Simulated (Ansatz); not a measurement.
# SnTe (SMILES [Sn][Te]): r2SCAN/STO-3G

What is the vertical ionisation energy of SnTe at r2SCAN/STO-3G? 

The calculation is run with Ansatz 0.2.0.

48 further runs of the same task are left out: 11 that didn't finish, 37 set aside as unsound or not needed.

## Step 1: The system as given

SnTe: 2 atoms, total charge 0, spin state singlet. SMILES: `[Sn][Te]`. Geometry: a GFN2-xTB relaxation, a rough one for these elements and not checked as a minimum.

Bond lengths: Sn1–Te2 2.537 Å.

## Step 2: A single-point energy at r2SCAN/STO-3G

File run.yaml:

```yaml
crystal:
  periodic: [false, false, false]
  atoms:
    - {symbol: Sn, position_ang: [0.000000, 0.000000, 0.000000]}
    - {symbol: Te, position_ang: [0.000000, 0.000000, 2.536770]}
basis:
  gaussian:
    orbitals: STO-3G
hamiltonian:
  xc: {name: r2SCAN}
accuracy: high
```

Run with:

```
$ ansatz run run.yaml --threads 1 --pin off --max-ram 2610MiB --events-out events.jsonl --progress --plain --runs-dir runs
```

The program printed:

```text
Warning: RAYON_NUM_THREADS=1 ignored (pool sized by the plan → 1); use --threads N
Functional definition: r2SCAN
  name "r2SCAN"
  parameter k0 = 0.174
  parameter k1 = 0.065
  parameter a1 = 4.9479
  exchange = r2scan_x(k0 = k0, k1 = k1, a1 = a1)
  correlation = r2scan_c
827 factors; integrals over basis functions are off by at most 4.7e-9 eV
mean field evaluation 1: about -340546.4027 eV, gradient 1.9e1 eV
mean field evaluation 2: about -340501.8272 eV, gradient 7.3e1 eV
mean field evaluation 4: about -340549.4531 eV, gradient 2.7e0 eV
mean field evaluation 8: about -340549.4792 eV, gradient 1.8e-1 eV
mean field evaluation 16: about -340549.4794 eV, gradient 8.5e-8 eV
mean field -340549.47940398 eV, -12514.9625353684 hartree, gradient 4.6e-8 eV, S^2 0.000000; 0 other end points of the search recorded, 0 dependent functions left out
reference -340549.47940433 eV, -12514.9625353814 hartree; 51, 51 occupied and 3, 3 virtual orbitals, 827 factors
Total energy: -340549.47940433 eV, -12514.9625353814 hartree
```

It took 2.4 s on 1 thread of AMD EPYC 9R45 (Zen 5), shared host; peak memory 0.18 GiB.

## Step 3: The doublet cation, same level

File job.yaml:

```yaml
crystal:
  periodic: [false, false, false]
  atoms:
    - {symbol: Sn, position_ang: [0.000000, 0.000000, 0.000000]}
    - {symbol: Te, position_ang: [0.000000, 0.000000, 2.536770]}
basis:
  gaussian:
    orbitals: STO-3G
total_charge: 1
magnetization:
  spin_polarized: true
  initial_magnetization: 1
hamiltonian:
  xc: {name: r2SCAN}
accuracy: high
```

Run with:

```
$ ansatz run job.yaml --threads 1 --pin off --max-ram 2610MiB --events-out events.jsonl --progress --plain --runs-dir runs
```

The program printed:

```text
Warning: RAYON_NUM_THREADS=1 ignored (pool sized by the plan → 1); use --threads N
Functional definition: r2SCAN
  name "r2SCAN"
  parameter k0 = 0.174
  parameter k1 = 0.065
  parameter a1 = 4.9479
  exchange = r2scan_x(k0 = k0, k1 = k1, a1 = a1)
  correlation = r2scan_c
827 factors; integrals over basis functions are off by at most 4.7e-9 eV
mean field evaluation 1: about -340535.5725 eV, gradient 2.0e1 eV
mean field evaluation 2: about -340466.4620 eV, gradient 5.5e1 eV
mean field evaluation 4: about -340542.3278 eV, gradient 7.4e0 eV
mean field evaluation 8: about -340543.0104 eV, gradient 8.4e-2 eV
mean field evaluation 16: about -340543.0105 eV, gradient 3.1e-5 eV
mean field evaluation 32: about -340542.7718 eV, gradient 4.9e-1 eV
mean field -340543.01049767 eV, -12514.7248074462 hartree, gradient 6.0e-8 eV, S^2 0.773156; 6 other end points of the search recorded, 0 dependent functions left out
reference -340543.01049841 eV, -12514.7248074737 hartree; 51, 50 occupied and 3, 4 virtual orbitals, 827 factors
Total energy: -340543.01049841 eV, -12514.7248074737 hartree
```

Wall time 9.3 s (1 thread of AMD EPYC 9R45 (Zen 5), shared host); peak memory 0.29 GiB.

## Step 4: Results

At r2SCAN/STO-3G:

```
                                          quantity            value
                        singlet SnTe: total energy  -12514.96254 Eh
                      doublet cation: total energy  -12514.72481 Eh
                              doublet cation: ⟨S²⟩            0.773
vertical ionisation energy (to the doublet cation)         6.469 eV
```

In words: Removing an electron at fixed nuclei costs 6.47 eV (149 kcal/mol). In a minimal basis such a difference can be off by several eV, whatever the method. Relativity is left out (singlet SnTe) although the molecule holds a heavy atom. Relativity is left out (doublet cation) although the molecule holds a heavy atom.
